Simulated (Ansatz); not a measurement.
# B2P (R-3m) in Ansatz: a series of runs

One crystal, B2P, is run at these levels: LDA, PBE, PBEsol; tasks: band structure.

Everything below comes from runs of Ansatz 0.2.0. Logs are shortened: lines on timing, memory, paths and dates and some standing lists are left out, and cuts for length are marked.

**1. The crystal as given**

The structure is trigonal, space group R-3m (No. 166). The conventional cell has a = 3.030 Å, b = 3.030 Å, c = 11.775 Å, α = 90.00°, β = 90.00°, γ = 120.00°. Around B (site symmetry 3m) lie 1 B at 1.66 Å. P (site symmetry -3m) has 6 B at 2.08 Å as nearest neighbours.

The cell was built by a generator and needn't be a form met in nature.

**2. Band structure, LDA**

input.yaml

```yaml
crystal:
  lattice:
    - [1.51512, 0.87475, 3.92488]
    - [-1.51512, 0.87475, 3.92488]
    - [0.0, -1.7495, 3.92488]
  atoms:
    - { symbol: B, position: [0.42934, 0.42934, 0.42934] }
    - { symbol: B, position: [0.57066, 0.57066, 0.57066] }
    - { symbol: P, position: [0.0, 0.0, 0.0] }
hamiltonian:
  xc: lda
  pseudopotentials: { kind: paw }
kpoints:
  mp_grid: { grid: [10, 10, 10] }
  band_path:
    path:
      - [[0.0, 0.0, 0.0], [0.5, 0.0, 0.0], [0.5, 0.1997816836, -0.1997816836]]
      - [[0.8002183164, 0.5, 0.1997816836], [0.5, 0.5, 0.5], [0.0, 0.0, 0.0], [0.3498908418, 0.0, -0.3498908418]]
      - [[0.6501091582, 0.3498908418, 0.0], [0.5, 0.5, 0.0], [0.6501091582, 0.6501091582, 0.1997816836], [0.5, 0.5, 0.5]]
      - [[0.5, 0.0, 0.0], [0.8002183164, 0.3498908418, 0.3498908418]]
    npoints: 14
scf:
  occupations: { method: fermi_dirac, width: 0.05 }
  n_extra_bands: 7
output:
  forces: true
  stress: true
  eigenvalues: true
  fatbands: false
```

Potentials or basis: Ansatz PAW.

Run with:

```bash
ansatz run input.yaml --threads 2 --pin off --max-ram 5632MiB --backend cpu --events-out ev --progress --plain --runs-dir out
```

The log of the run:

```text
Warning: RAYON_NUM_THREADS=2 ignored (pool sized by the plan → 2); use --threads N
basis.fft_grid_basis auto: the FFT boxes are laid along the combinations [[1, 0, -1], [0, 1, -1], [0, 0, 1]] of the cell's own vectors, 3.030, 3.030 and 4.297 Å long. The dense box has 24×24×30 points. Along the cell's own vectors, as sized, it would have 30×30×30, 1.56 times as many. Of the 12 symmetry operations that the crystal satisfies within crystal.symmetry.tolerance (time reversal apart; of a slab, those that keep its plane) the dense box along the cell's own vectors carries 12, and the one as laid loses 8 of those. basis.fft_grid_basis: typed keeps the cell's own vectors: state it where this run's energies or levels are differenced outside the engine with another run's, or held beside a run that keeps those vectors.
scf.n_extra_bands = 7 over 6 filled bands (N_el = 11.0): the run solves 13 bands
Engine: ansatz 0.2.0, aarch64-unknown-linux-gnu
Pseudopotentials: kind: paw
Pseudopotential: B, paw, valence charge 3, recommended cutoff 420 eV (normal), B.paw.azcp
Pseudopotential: P, paw, valence charge 5, recommended cutoff 420 eV (normal), P.paw.azcp
Functional definition: SPW92
  exchange = slater_x
  correlation = pw_c
Crystal: 3 atoms, lattice volume = 31.211 Å³
Basis set: ecut = 420 eV, 625 PW (Γ), FFT grids on a1−a3, a2−a3, a3
Bands: 13, of which v1, the nominal top of the filled ones, is band 6 counted from 1 (5 counted from 0)
Symmetry: 12 space group operations
Space group: R-3m (ITA 166), of the structure as read, at distance tolerance 3.1e-5 Å
k-points: 116 of 1000
Non-local potential: B, projectors of the file, l = 0: 2, l = 1: 2, l = 2: 1
Non-local potential: P, projectors of the file, l = 0: 2, l = 1: 2, l = 2: 2
PAW form: soft (Blöchl's): semilocal exchange-correlation on the pseudo side does not see the compensation charge
PAW frozen core: B, regenerated for the run's functional, and the local potential with it (the file was generated under x = pbe(κ = 0.804, μ = 0.2195149727645171), c = pbe(β = 0.06672455060314922))
PAW frozen core: P, regenerated for the run's functional, and the local potential with it (the file was generated under x = pbe(κ = 0.804, μ = 0.2195149727645171), c = pbe(β = 0.06672455060314922))
PAW one-centre angular grid: B, 110 points (default); XC on 64 Gauss nodes
PAW one-centre angular grid: P, 110 points (default); XC on 64 Gauss nodes
Initial density: superposition of atomic densities (neutral atoms: chi_scale 0, normalization atom), corrected by the library's trained network
Initial wavefunctions: pseudopotential atomic-orbital guess
Functional: x = slater, c = lda
SCF iter   1: F=—  HF=-1023.587186 eV  |F-HF|=—  |Δ(HF+E_count)|=         —  Δρ=7.50e-3  dr2=1.81e-2  ethr=1.77e-3  ⟨swp⟩=6.3  Hψ=11067  notcnv=0  defer=21
preconditioner: auto → none  [metal: Δε(μ)=0.038 eV  Ē_g=13.751 eV  σ=0.050 eV  W_gap=0.19  n_scr=2 (ndim 8)  ℏωp=22.0 eV  f_vac=0.000  D(μ)=0.93/eV (n_scr^D=2)  sad-step TF]
SCF iter   2: F=—  HF=-1023.583976 eV  |F-HF|=—  |Δ(HF+E_count)|=   3.21e-3  Δρ=4.52e-3  dr2=7.25e-3  ethr=1.65e-4  ⟨swp⟩=1.4  Hψ=2541  notcnv=0  defer=135
SCF iter   3: F=—  HF=-1023.582152 eV  |F-HF|=—  |Δ(HF+E_count)|=   1.82e-3  Δρ=9.02e-4  dr2=3.65e-4  ethr=6.59e-5  ⟨swp⟩=2.4  Hψ=1823  notcnv=0  defer=135
SCF iter   4: F=—  HF=-1023.582017 eV  |F-HF|=—  |Δ(HF+E_count)|=   1.34e-4  Δρ=3.15e-4  dr2=2.67e-5  ethr=3.32e-6  ⟨swp⟩=2.2  Hψ=1907  notcnv=0  defer=135
SCF iter   5: F=—  HF=-1023.582010 eV  |F-HF|=—  |Δ(HF+E_count)|=   7.65e-6  Δρ=5.53e-5  dr2=9.62e-7  ethr=2.43e-7  ⟨swp⟩=2.5  Hψ=1919  notcnv=0  defer=135
SCF iter   6: F=-1023.582009 eV  HF=-1023.582009 eV  |F-HF|=6.26e-8  |Δ(HF+E_count)|=   3.71e-7  Δρ=1.45e-5  dr2=8.51e-8  ethr=9.09e-10  ⟨swp⟩=9.6  Hψ=8696  notcnv=0
SCF 1 converged in 6 iterations: F = -1023.582009 eV  dr2 = 8.51e-8
NSCF: frozen V_eff on 130 k-points
SCF converged after 6 iterations
Free energy (F): -1023.582009 eV
Harris-Foulkes:  -1023.582009 eV  (|F-HF|=6.26e-8)
Internal energy: -1023.574325 eV  (E = F + TS)
E sigma→0 (E₀):  -1023.578167 eV
Entropy (-TS):   -0.007684 eV (-2.561 meV/atom)
Fermi energy:    8.852704 eV
--- Per-component energies (eV) ---
  E_band       = 29.677590
  E_kinetic    = 164.962878
  E_local      = -85.854803  (includes V_loc(G=0)·N_el)
  E_nonlocal   = 60.885793
  E_hartree    = 20.274275
  E_xc         = -124.827044
  E_vxc        = -136.611201  (∫ρ·V_xc dr)
  E_paw        = -684.874725  (= ΣΔE_a)
  E_vpaw       = -14.253306  (= ΣTr[D̂ρ^β])
  E_aug_tail   = -0.000002  (compensation charges beyond the density's cutoff)
  E_ewald      = -374.349718
  E_core_change = 0.209020  (= ΣΔE_core)
  E_smearing   = -0.007684  (= −TS)
  E_closure    = 0.000000  (closes the sum)
  Σ components = -1023.582009   (vs F -1023.582009, Δ=0.00e0)
--- Forces (eV/Å), atoms counted from 1 ---
  atom   1  B     -0.00000000    -0.00000000     0.12216758
  atom   2  B      0.00000000     0.00000000    -0.12216758
  atom   3  P     -0.00000000     0.00000000     0.00000000
  max |Σ_I F_I| component: 4.16e-17 eV/Å
--- Stress (GPa, compression-positive) ---
       -6.362601       0.000000       0.000000
       -0.000000      -6.362601       0.000000
        0.000000       0.000000      -6.009938
  P = ⅓ Tr σ = -6.2450 GPa (-62.450 kbar)
--- Band table (eV; the first three rows and the last of 116) ---
  k-point 0: bands = ["-6.8118", "2.3586", "2.3961", "8.9408", "8.9408", "11.9644", "11.9644", "14.8720", "14.8720", "15.4389", "16.8388", "19.4851", "19.4851"]
  k-point 1: bands = ["-6.6168", "2.0746", "2.9842", "7.7070", "8.5791", "11.3317", "11.6838", "14.0488", "15.4482", "16.5594", "17.6924", "18.1327", "20.1278"]
  k-point 2: bands = ["-6.0350", "2.0604", "3.8564", "5.3399", "7.8638", "9.9583", "10.9720", "12.7269", "16.4367", "16.9881", "18.6041", "19.0419", "21.2699"]
  k-point 115: bands = ["-6.1414", "-1.8898", "8.1518", "9.7308", "9.7308", "9.8785", "9.8785", "14.8736", "16.4974", "16.8568", "17.8512", "17.8512", "20.1307"]
```

It took 1.9 s on 2 threads of Arm Neoverse V2, shared host; peak memory 0.31 GiB.

What came out:

```
Free energy            : -1023.5820 eV
Pressure               : -6.2 GPa
Largest force          : 0.122 eV/Å
Band gap on the k mesh : none (metal or under the smearing width)
```

Forces in eV/Å, atoms in the order of the input:
```
B    0.000  0.000  0.122
B    0.000  0.000 -0.122
P    0.000  0.000  0.000
```

Stress tensor (GPa, compression positive):
```
-6.36  0.00  0.00
 0.00 -6.36  0.00
 0.00  0.00 -6.01
```

Levels at the corners of the path, in eV from the Fermi level:
| point | band 1 | band 2 | band 3 | band 4 | band 5 | band 6 | band 7 | band 8 | band 9 | band 10 |
| --- | --- | --- | --- | --- | --- | --- | --- | --- | --- | --- |
| Γ | -15.66 | -6.49 | -6.46 | 0.09 | 0.09 | 3.11 | 3.11 | 6.02 | 6.02 | 6.59 |
| L | -11.56 | -9.99 | -5.32 | -2.78 | -2.22 | -2.21 | 0.69 | 1.63 | 5.62 | 7.98 |
| B1 | -10.56 | -8.20 | -8.09 | -5.97 | -3.52 | -0.67 | 1.05 | 5.99 | 8.31 | 9.68 |
| B | -10.56 | -8.20 | -8.09 | -5.97 | -3.52 | -0.67 | 1.05 | 5.99 | 8.31 | 9.68 |
| Z | -14.99 | -10.74 | -0.70 | 0.88 | 0.88 | 1.03 | 1.03 | 6.02 | 7.64 | 8.00 |
| Γ | -15.66 | -6.49 | -6.46 | 0.09 | 0.09 | 3.11 | 3.11 | 6.02 | 6.02 | 6.59 |
| X | -10.43 | -8.32 | -8.18 | -4.95 | -4.66 | 0.08 | 0.09 | 5.88 | 8.40 | 9.43 |
| Q | -10.43 | -8.32 | -8.18 | -4.95 | -4.66 | 0.08 | 0.09 | 5.88 | 8.40 | 9.43 |
| F | -11.31 | -9.38 | -6.35 | -5.75 | -3.19 | 0.13 | 3.51 | 4.02 | 6.76 | 7.81 |
| P1 | -11.51 | -9.30 | -7.29 | -3.98 | -2.96 | -0.10 | 2.91 | 3.18 | 6.43 | 9.32 |
| Z | -14.99 | -10.74 | -0.70 | 0.88 | 0.88 | 1.03 | 1.03 | 6.02 | 7.64 | 8.00 |
| L | -11.56 | -9.99 | -5.32 | -2.78 | -2.22 | -2.21 | 0.69 | 1.63 | 5.62 | 7.98 |
| P | -11.51 | -9.30 | -7.29 | -3.98 | -2.96 | -0.10 | 2.91 | 3.18 | 6.43 | 9.32 |

Caveat: the PAW data sets come from PBE, with cores solved anew for the run's functional, which leaves a small shift of forces and pressure.

**3. Band structure, PBE**

input.yaml: that of step 2 with these lines changed.

```diff
@@ -10,3 +10,3 @@
 hamiltonian:
-  xc: lda
+  xc: pbe
   pseudopotentials: { kind: paw }
```

Potentials or basis: Ansatz PAW.

Run with:

```bash
ansatz run input.yaml --threads 2 --pin off --max-ram 5632MiB --backend cpu --events-out ev --progress --plain --runs-dir out
```

Wall time 2.1 s (2 threads of Arm Neoverse V2, shared host); peak memory 0.31 GiB.

It converged, with:

```yaml
Free_energy: -1065.6141 eV
Pressure: -0.2 GPa
Largest_force: 0.093 eV/Å
Band_gap_on_the_k_mesh: none (metal or under the smearing width)
```

Forces on the atoms (eV/Å):
```
B    0.000  0.000  0.093
B    0.000  0.000 -0.093
P    0.000  0.000  0.000
```

Stress tensor (GPa, compression positive):
```
-0.33  0.00  0.00
 0.00 -0.33  0.00
 0.00  0.00 -0.04
```

Levels at the corners of the path, in eV from the Fermi level:
```tsv
point	band 2	band 3	band 4	band 5	band 6	band 7	band 8	band 9
Γ	-6.60	-6.53	0.09	0.09	3.11	3.11	6.06	6.06
L	-10.11	-5.40	-2.85	-2.27	-2.23	0.69	1.66	5.60
B1	-8.26	-8.23	-6.02	-3.58	-0.69	1.06	6.03	8.37
B	-8.26	-8.23	-6.02	-3.58	-0.69	1.06	6.03	8.37
Z	-10.86	-0.73	0.88	0.88	1.02	1.02	6.02	7.63
Γ	-6.60	-6.53	0.09	0.09	3.11	3.11	6.06	6.06
X	-8.45	-8.25	-5.03	-4.69	0.05	0.11	5.94	8.40
Q	-8.45	-8.25	-5.03	-4.69	0.05	0.11	5.94	8.40
F	-9.45	-6.50	-5.78	-3.21	0.12	3.54	4.04	6.81
P1	-9.40	-7.38	-4.05	-2.98	-0.13	2.92	3.21	6.47
Z	-10.86	-0.73	0.88	0.88	1.02	1.02	6.02	7.63
L	-10.11	-5.40	-2.85	-2.27	-2.23	0.69	1.66	5.60
P	-9.40	-7.38	-4.05	-2.98	-0.13	2.92	3.21	6.47
```

**4. Band structure, PBEsol**

input.yaml: that of step 3 with these lines changed.

```diff
@@ -10,3 +10,3 @@
 hamiltonian:
-  xc: pbe
+  xc: pbesol
   pseudopotentials: { kind: paw }
@@ -29 +29,5 @@
   fatbands: false
+  write_density: true
+  write_potential: true
+  elf: true
+  volumetric_format: npy
```

Run with:

```bash
ansatz run input.yaml --threads 2 --pin off --max-ram 5632MiB --backend cpu --events-out ev --progress --plain --runs-dir out
```

It took 2.2 s on 2 threads of Arm Neoverse V2, shared host; peak memory 0.33 GiB.

Results (log left out):

```
Free energy            : -1043.5422 eV
Pressure               : -3.2 GPa
Largest force          : 0.049 eV/Å
Band gap on the k mesh : none (metal or under the smearing width)
```

Forces on the atoms (eV/Å):
```
B    0.000  0.000  0.049
B    0.000  0.000 -0.049
P    0.000  0.000  0.000
```

Stress tensor (GPa, compression positive):
```
-3.85  0.00  0.00
 0.00 -3.85  0.00
 0.00  0.00 -1.84
```

Levels at the corners of the path, in eV from the Fermi level:
| point | band 3 | band 4 | band 5 | band 6 | band 7 | band 8 |
| --- | --- | --- | --- | --- | --- | --- |
| Γ | -6.52 | 0.11 | 0.11 | 3.13 | 3.13 | 6.06 |
| L | -5.38 | -2.84 | -2.23 | -2.22 | 0.71 | 1.62 |
| B1 | -8.20 | -6.02 | -3.55 | -0.69 | 1.07 | 6.01 |
| B | -8.20 | -6.02 | -3.55 | -0.69 | 1.07 | 6.01 |
| Z | -0.68 | 0.90 | 0.90 | 1.05 | 1.05 | 5.99 |
| Γ | -6.52 | 0.11 | 0.11 | 3.13 | 3.13 | 6.06 |
| X | -8.25 | -5.01 | -4.70 | 0.06 | 0.10 | 5.91 |
| Q | -8.25 | -5.01 | -4.70 | 0.06 | 0.10 | 5.91 |
| F | -6.44 | -5.79 | -3.21 | 0.14 | 3.47 | 4.07 |
| P1 | -7.37 | -4.02 | -2.97 | -0.10 | 2.95 | 3.14 |
| Z | -0.68 | 0.90 | 0.90 | 1.05 | 1.05 | 5.99 |
| L | -5.38 | -2.84 | -2.23 | -2.22 | 0.71 | 1.62 |
| P | -7.37 | -4.02 | -2.97 | -0.10 | 2.95 | 3.14 |

Caveat: the PAW data sets come from PBE, with cores solved anew for the run's functional, which leaves a small shift of forces and pressure.

**5. Summary**

| level | gap on the mesh (eV) | pressure (GPa) | largest force (eV/Å) |
| --- | --- | --- | --- |
| LDA | none | -6.2 | 0.12 |
| PBE | none | -0.2 | 0.09 |
| PBEsol | none | -3.2 | 0.05 |

Alike in all rows: task band structure; potentials or basis Ansatz PAW; no spin polarisation; cell as given; k mesh 10 × 10 × 10; cutoff (eV) 420; smearing fermi-dirac 0.05 eV.

Every run on the cell as given and a fine mesh finds a metal. The pressure there spans -6.2 GPa (LDA) to -0.2 GPa (PBE); a positive pressure means that this level wants a larger cell, a negative one a smaller.

Caveats: the PAW data sets come from PBE, with cores solved anew for the run's functional, which leaves a small shift of forces and pressure (some runs).

Absolute energies hang on the potentials; compare differences alone.
